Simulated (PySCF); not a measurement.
# A diatomic session: CaZn

The task here is to estimate one member of a computed series from the others.

The runs use PySCF 2.14.0; Ca pcseg-1, Zn pcseg-1, no relativity.

The first run:

The job is set up so:

```yaml
atoms: Ca, Zn
charge: 0
basis: Ca pcseg-1, Zn pcseg-1
Hamiltonian: no relativity
basis_functions: 55
electrons_treated: 50
masses_in_u: 39.9626, 63.9291
levels: PBE0, PBE, r²SCAN, r²SCAN0, BLYP, MN15, LC-ωPBE, HF, MP2, SCS-MP2, CCSD, CCSD(T)
grid: 80 radial by 434 angular points
occupations: held fixed by the projection of orbital angular momentum
dissociation_limit: Ca + Zn, each in its ground configuration
starting_distance_in_angstrom: 2.780
values_of_2S_to_try: 0, 2
```

Command:

```console
OMP_NUM_THREADS=1 python dia.py task.json out
```

Among the steps run: Input; The PBE0 curve of the state that the search chose; Excited determinants; PBE; r²SCAN; r²SCAN0; BLYP; MN15; LC-ωPBE (range-separated hybrid); RHF; Correlated methods on the Hartree–Fock reference.

One of the session's tables, all rows but one given; the rest of the session is left out.

| level | Re (Å) | ωe (cm⁻¹) | De (eV) | μ (D) |
| --- | --- | --- | --- | --- |
| RHF-MP2 | 4.520 | 13.1 | 0.017 | n/a |
| PBE | 3.595 | 70.0 | 0.128 | 0.50 |
| BLYP | 3.804 | 45.7 | 0.019 | 0.34 |
| r²SCAN | 3.549 | 74.8 | 0.119 | 0.55 |
| PBE0 | 3.737 | 57.8 | 0.086 | 0.50 |
| r²SCAN0 | 3.708 | 60.1 | 0.080 | 0.45 |
| MN15 | 3.929 | 46.5 | 0.112 | 0.06 |
| LC-ωPBE | ? | ? | ? | ? |

Q: Estimate the row for LC-ωPBE from the others.

The run gave: Re (Å): 4.096; ωe (cm⁻¹): 32.6; De (eV): 0.029; μ (D): 0.45. In the column «Re (Å)» it lies between MN15 (3.929) and RHF-MP2 (4.520).

De is counted to Ca + Zn in their ground configurations. No constants: RHF (no minimum is bracketed among the points kept); RHF-SCS-MP2 (no minimum is bracketed among the points kept); RHF-CCSD (no minimum is bracketed among the points kept); RHF-CCSD(T) (no minimum is bracketed among the points kept).

Limits of these values: The bond is weak, and basis-set superposition, which was not computed, may be a sizeable part of it.
